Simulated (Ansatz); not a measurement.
# Zr₂+ (quartet): the correlation ladder, def2-QZVPP

One table from this session's results is given with a row withheld; the runs are named, their logs left out.

The runs use Ansatz 0.2.0, Gaussian basis; def2-QZVPP, core rule «outside noble gas», up to 8 orbitals frozen.

Plan: UHF; ROHF; CCSD(T) on UHF.

2 further runs of the same task are left out: 2 set aside as unsound or not needed. Runs told in other sessions of the task aren't counted.

## What is computed

The geometry is a PBE0/def2-TZVP stationary point (not a proven minimum) of the parent state, kept for this charge and spin. No spin-orbit coupling is included. Elements past krypton take def2 core potentials.

2 atoms, charge 1, spin multiplicity 4.

Atoms are counted from 1 here; the program's logs count them from 0.

Bond lengths: Zr1–Zr2 2.228 Å.

The first run:

Contents of in.yaml:

```yaml
crystal:
  periodic: [false, false, false]
  atoms:
    - {symbol: Zr, position_ang: [0.000000, 0.000000, 0.000000]}
    - {symbol: Zr, position_ang: [0.000000, 0.000000, 2.228000]}
basis:
  gaussian: {orbitals: "def2-QZVPP.json"}
total_charge: 1
magnetization: {spin_polarized: true, initial_magnetization: 3}
hamiltonian: {xc: hf}
output: {orbitals: {seedname: orbitals}}
```

Command:

```
ansatz run in.yaml --threads 1 --pin off --events-out ev --progress --plain --max-ram 4096MiB --backend cpu
```

Steps of the session up to this table: UHF; ROHF; CCSD(T) on UHF.

One table of the session follows, with a row left open; its other results are not shown here.

| method | from UCCSD(T) (kJ/mol) |
| --- | --- |
| ROHF | ? |
| UHF | +537.6 |
| UMP2 | +145.4 |
| UCCSD | +47.1 |
| UCCSD(T) | 0 |

**Question.** Estimate the row for ROHF.

As computed: from UCCSD(T) (kJ/mol): +580.9. In the column «from UCCSD(T) (kJ/mol)» it is the highest.

To keep in mind: The determinant of HF (⟨S²⟩ 4.55) is far from a pure spin state, so its energy mixes those of several spin states; that is harmless only where they are near-degenerate. The determinant of CCSD(T) (⟨S²⟩ 4.32) is far from a pure spin state, so its energy mixes those of several spin states; high orders of coupled cluster remove much of that, low ones don't. Warnings: spin contamination; coupled cluster took another determinant than the lowest.
